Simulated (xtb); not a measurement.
**triplet GeCl2: a first try and a second**

Aim: a single-point energy of triplet GeCl2 at GFN2-xTB (ddCOSMO furane).

The results are computed with xtb 6.7.1 later snapshot.

3 further runs of the same task are left out: 2 that didn't finish, 1 set aside as unsound or not needed.

## Step 1: The system as given

The species is GeCl2 (3 atoms), meant as a triplet with charge 0. SMILES of the parent species: `[Cl][Ge][Cl]`. Geometry: a GFN2-xTB relaxation, a rough one for these elements and not checked as a minimum. That shape belongs to the parent species and isn't relaxed for this state.

Bond lengths: Ge1–Cl2 2.162 Å, Ge1–Cl3 2.162 Å. Angles: Cl2–Ge1–Cl3 99.5°.

## Step 2: Try one

Input file geom.xyz:

```xyz
4
start
Ge     0.004890    -0.007110    -0.931180
Cl     1.647840    -0.018820     0.474730
Cl    -1.652730     0.025930     0.456450
```

Started as:

```bash
$ xtb geom.xyz --cosmo furane --json --scc --uhf 2 --iterations 100 -P 1 | tee xtb.out
```

Log:

```text
* xtb version 6.7.1
########################################################################
[ERROR] Program stopped due to fatal error
-2- reading geometry input 'geom.xyz' failed
-1- Error: Atom number missmatch in xyz file
 --> geom.xyz:1:1
  |
1 | 4
  | ^ found 3 atoms in input
  |
########################################################################
```

Standard error:

```text
ERROR STOP
Error termination. Backtrace:
abnormal termination of xtb
```

It took 0.018 s on 1 thread of Arm Neoverse V2, shared host.

## Step 3: Diagnosis

The program refused the input.

The log says `1- Error: Atom number missmatch in xyz file`. The fault: an atom count or index doesn't match the structure.

## Step 4: The mended input

Input file struc.xyz:

```xyz
3
GeCl2
Ge     0.00489000    -0.00711000    -0.93118000
Cl     1.64784000    -0.01882000     0.47473000
Cl    -1.65273000     0.02593000     0.45645000
```

Started as:

```bash
$ xtb struc.xyz --sp --json --cosmo furane -c 0 -u 2 --gfn 2 --parallel 1 | tee xtb.out
```

Log, cut to the lines that bear on the results:

```text
* xtb version 6.7.1
[...]
      * Solvation model:               COSMO
        Solvent                        furane
[...]
        Solvent mass                       6.8070E+01 g/mol
[...]
          :  # basis functions                  30          :
[...]
          :  # electrons                        18          :
[...]
          :  Hamiltonian                  GFN2-xTB          :
[...]
          :  net charge                          0          :
          :  unpaired electrons                  2          :
[...]
   *** convergence criteria satisfied after 15 iterations ***
[...]
         ::                     SUMMARY                     ::
         :::::::::::::::::::::::::::::::::::::::::::::::::::::
         :: total energy             -11.033888756059 Eh    ::
         :: w/o Gsasa/hb/shift       -11.018335569637 Eh    ::
         :: gradient norm              0.017860120117 Eh/a0 ::
         :: HOMO-LUMO gap              2.830261362580 eV    ::
         ::.................................................::
         :: SCC energy               -11.037629924788 Eh    ::
         :: -> isotropic ES           -0.006247915131 Eh    ::
         :: -> anisotropic ES          0.000147282102 Eh    ::
         :: -> anisotropic XC          0.000407609294 Eh    ::
         :: -> dispersion             -0.002338985206 Eh    ::
         :: -> Gsolv                  -0.016005149391 Eh    ::
         ::    -> Gelec               -0.000451962969 Eh    ::
         ::    -> Gsasa               -0.015553186422 Eh    ::
         ::    -> Ghb                  0.000000000000 Eh    ::
         ::    -> Gshift               0.000000000000 Eh    ::
[...]
        10        1.0000           -0.2614109              -7.1134 (HOMO)
        11                         -0.1574007              -4.2831 (LUMO)
[...]
molecular dipole:
                 x           y           z       tot (Debye)
 q only:        0.002      -0.004      -0.483
   full:        0.002      -0.003      -0.369       0.938
molecular quadrupole (traceless):
[...]
          | TOTAL ENERGY              -11.033888756059 Eh   |
          | GRADIENT NORM               0.017860120117 Eh/α |
          | HOMO-LUMO GAP               2.830261362580 eV   |
           -------------------------------------------------
[...]
```

Standard error:

```text
normal termination of xtb
```

Run time: 0.03 s. Hardware: 1 thread of Arm Neoverse V2, shared host.

## Step 5: Results

At GFN2-xTB (ddCOSMO furane):

| quantity | value |
| --- | --- |
| total energy | -11.03389 Eh |
| dipole moment | 0.94 D |
| HOMO energy (partly filled) | -7.11 eV |
| LUMO energy | -4.28 eV |
| dispersion energy | -6.14 kJ/mol |
| solvent term in the energy | -42.0 kJ/mol |
| mean polarisability (D4 model) | 64.2 bohr³ |
